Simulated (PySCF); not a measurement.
**[Dy(H2O)3]3+: how tightly the ligands are held**

What does it cost to pull a ligand from [Dy(H2O)3]3+? It is a constructed species; whether it can be made isn't addressed.

The runs use PySCF 2.14.0; PBE, Dy lcecp-1-SVP with ECP55, O def2-SVP, H def2-SVP; scalar-relativistic core potentials, no spin–orbit coupling.

4 further runs of the same task are left out: 2 for a known fault of the program, 2 that didn't finish.

## (1) The system as given

10 atoms, charge 3, spin multiplicity 1.

Bond lengths: Dy1–O2 2.253 Å, Dy1–O5 2.253 Å, Dy1–O8 2.253 Å, O2–H3 1.000 Å, O2–H4 1.000 Å, O5–H6 1.000 Å, O5–H7 1.000 Å, O8–H9 1.000 Å, O8–H10 1.000 Å. Angles: O2–Dy1–O5 120.0°, O2–Dy1–O8 120.0°, O5–Dy1–O8 120.0°, Dy1–O2–H3 128.7°, Dy1–O2–H4 128.7°, H3–O2–H4 102.7°, Dy1–O5–H6 128.7°, Dy1–O5–H7 128.7°, H6–O5–H7 102.7°, Dy1–O8–H9 128.7°, Dy1–O8–H10 128.7°, H9–O8–H10 102.7°.

As a file:

```
Dy    0.0000    0.0000    0.0000
O     2.2532    0.0000    0.0000
H     2.8776   -0.7564    0.1927
H     2.8776    0.7564   -0.1927
O    -1.1266    1.9513    0.0000
H    -0.7837    2.8703    0.1927
H    -2.0939    2.1139   -0.1927
O    -1.1266   -1.9513    0.0000
H    -2.0939   -2.1139    0.1927
H    -0.7837   -2.8703   -0.1927
```

Formal oxidation states: Dy +3. Each metal's 9 4f electrons lie in its core potential, so multiplicities, spins and levels count the valence alone. An earlier session relaxed this geometry at PBE, Dy lcecp-1-SVP with ECP55, O def2-SVP, H def2-SVP (singlet, point group D3).

## (2) H2O taken off

The ligand (atoms 2, 3, 4) keeps its formal charge and a closed shell where it can; ligand and rest are solved at the complex's geometry, in vacuum, with the settings of the relaxation.

| part | charge | state | energy (Eh) |
| --- | --- | --- | --- |
| complex | 3 | singlet | -264.870986 |
| ligand | 0 | singlet | -76.271530 |
| rest | 3 | singlet | -188.454083 |

Run time: 1.8 s. Hardware: 2 threads of Arm Neoverse V1, shared host.

## (3) Rigid scan of H2O

Atoms 2, 3, 4 move together along the line from atom 1; the distance is to the donor, the donors' midpoint or the ring centre. Each point starts from the density of the one before.

| distance (Å) | energy from the relaxed point (eV) |
| --- | --- |
| 1.95 | 0.714 |
| 2.05 | 0.271 |
| 2.15 | 0.058 |
| 2.25 | 0.000 |
| 2.35 | 0.043 |
| 2.45 | 0.150 |
| 2.65 | 0.464 |
| 2.95 | 0.996 |
| 3.35 | 1.605 |
| 3.85 | 2.078 |

Run time: 30 s. Hardware: 2 threads of Arm Neoverse V1, shared host.

## (4) What came out

```
                    quantity       value
              taking off H2O     3.96 eV
stiffness of the H2O contact  10.1 eV/Å²
```

**Reading.** Taking off H2O as a fragment of charge +0 costs 3.96 eV. Near 2.25 Å the H2O contact has a stiffness of about 10.1 eV/Å², and the energy stands 2.08 eV higher at 3.85 Å. No counterpoise correction is made, and the parts aren't relaxed; each of these makes the binding look larger. The bases are small and lack diffuse functions. Spin–orbit coupling is left out.
